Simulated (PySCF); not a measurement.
# C2H8O2Zr (ZrH2(OMe)2): the cost of one run

Computed with PySCF 2.14.0, with density-fitted response routines of our own, on a single molecule in the gas phase. Atoms are numbered from 0 throughout.

## 1. Starting geometry

13 atoms, charge 0, multiplicity 1; geometry from: GFN2-xTB. The atoms were then displaced at random by about 0.03 Å, so the start is not that level's minimum.

Bonds of the start (Å): Zr0–H1 1.82, Zr0–H2 1.73, Zr0–O3 1.96, Zr0–O8 1.85, O3–C4 1.33, C4–H5 1.14, C4–H6 1.08, C4–H7 1.16, O8–C9 1.41, C9–H10 1.10, C9–H11 1.08, C9–H12 1.06.

## 2. Relaxing the molecule at PBE0-D3(BJ)/def2-SVP

The job: settings as JSON, then the geometry in Å.

```
{"job": {"xc": "PBE0", "basis": "def2-SVP", "d3": "d3bj", "grid": 1, "maxiter": 40, "shake": 0.03, "kind": "geom"}, "charge": 0, "multiplicity": 1}
Zr     0.348530    -0.075320     0.220990
H      0.142720     0.032750     2.024080
H      1.909960    -0.048810    -0.520350
O     -0.565220     1.484060    -0.534970
C     -0.175170     2.729480    -0.271410
H     -0.128750     2.931620     0.851970
H     -0.804460     3.504820    -0.670060
H      0.889560     2.901380    -0.698070
O     -0.716660    -1.461210    -0.396390
C     -0.285700    -2.758020    -0.051720
H      0.741760    -2.933980    -0.390520
H     -0.900200    -3.507660    -0.532630
H     -0.425740    -2.851240     0.991300
```

The run is started by

```
$ OMP_NUM_THREADS=1 python probes_run.py task.json out
```

This one command runs all jobs of the session in turn.

**Question.** How long does this first job take on 1 thread of AMD EPYC, shared host, and how much memory does it need?

About 6 min, with a peak of 0.52 GiB.
